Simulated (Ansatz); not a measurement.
# Si4N3: one candidate of a structure search

Where does this trial cell of Si4N3 go when cell and atoms are let free?

Computed with Ansatz 0.2.0 (DFT PBE, scalar-relativistic, plane waves, PAW, unless a step's input says otherwise).

### 1 Starting point

Symmetry: P-43m, No. 215, cubic system. Conventional cell: a = 4.042 Å, b = 4.042 Å, c = 4.042 Å, α = 90.00°, β = 90.00°, γ = 90.00°. Si (site symmetry 3m) has 3 N at 1.74 Å as nearest neighbours. Around N (site symmetry -42m) lie 4 Si at 1.74 Å.

Coordinates:

```xyz
7
Lattice="4.0415 0.0000 0.0000 0.0000 4.0415 0.0000 0.0000 0.0000 4.0415" Properties=species:S:1:pos:R:3 pbc="T T T"
Si    0.9929    0.9929    3.0486
Si    3.0486    3.0486    3.0486
Si    0.9929    3.0486    0.9929
Si    3.0486    0.9929    0.9929
N     0.0000    0.0000    2.0208
N     2.0208    0.0000    0.0000
N     0.0000    2.0208    0.0000
```

The cell is invented: 3-, 4-connected net, the two elements on its two kinds of vertex (P-43m, No. 215). Its size is a rough estimate.

### 2 The guess as it stands, on a coarse mesh

input.yaml

```yaml
crystal:
  lattice:
    - [4.04152355, 0.0, 0.0]
    - [0.0, 4.04152355, 0.0]
    - [0.0, 0.0, 4.04152355]
  atoms:
    - { symbol: Si, position: [0.245687, 0.245687, 0.754313] }
    - { symbol: Si, position: [0.754313, 0.754313, 0.754313] }
    - { symbol: Si, position: [0.245687, 0.754313, 0.245687] }
    - { symbol: Si, position: [0.754313, 0.245687, 0.245687] }
    - { symbol: "N", position: [0.0, 0.0, 0.5] }
    - { symbol: "N", position: [0.5, 0.0, 0.0] }
    - { symbol: "N", position: [0.0, 0.5, 0.0] }
basis:
  ecutwfc: 420
kpoints:
  mp_grid: { grid: [4, 4, 4] }
hamiltonian:
  xc: pbe
scf:
  occupations: { method: gaussian, width: 0.1 }
  lower_state_search: "off"
output:
  forces: true
  stress: true
  eigenvalues: true
```

Started as:

```sh
ansatz run input.yaml --threads 1 --pin off --max-ram 2048MiB --backend cpu --events-out ev --progress --plain --runs-dir out
```

Further runs follow: a loose first relaxation; full relaxation.

What does the calculation give? Wanted: conventional cell; volume; energy over the elements; gap on the mesh.

As calculated:

```
                                                              quantity                                                                      value
                                symmetry at the end (tolerance 0.05 Å)                                                space group P-43m (No. 215)
                                                     conventional cell  a = 4.165 Å, b = 4.165 Å, c = 4.165 Å, α = 90.00°, β = 90.00°, γ = 90.00°
                                                                volume                                                              10.32 Å³/atom
energy over the elements (uncorrected; H, N, O, F and Cl as molecules)                                                              -0.22 eV/atom
                                                       gap on the mesh                                                               none (metal)
```

In words: The space group P-43m (No. 215) is kept, and the volume per atom grows by 9.4 % from the first guess. A negative formation energy is needed for stability but isn't enough; other structures and compounds were not set against it here. No finished test with a distortion of lower symmetry is shown, so the end may be a saddle point. Spin polarisation is off in the runs that give these values; a magnetic solution could lie lower.
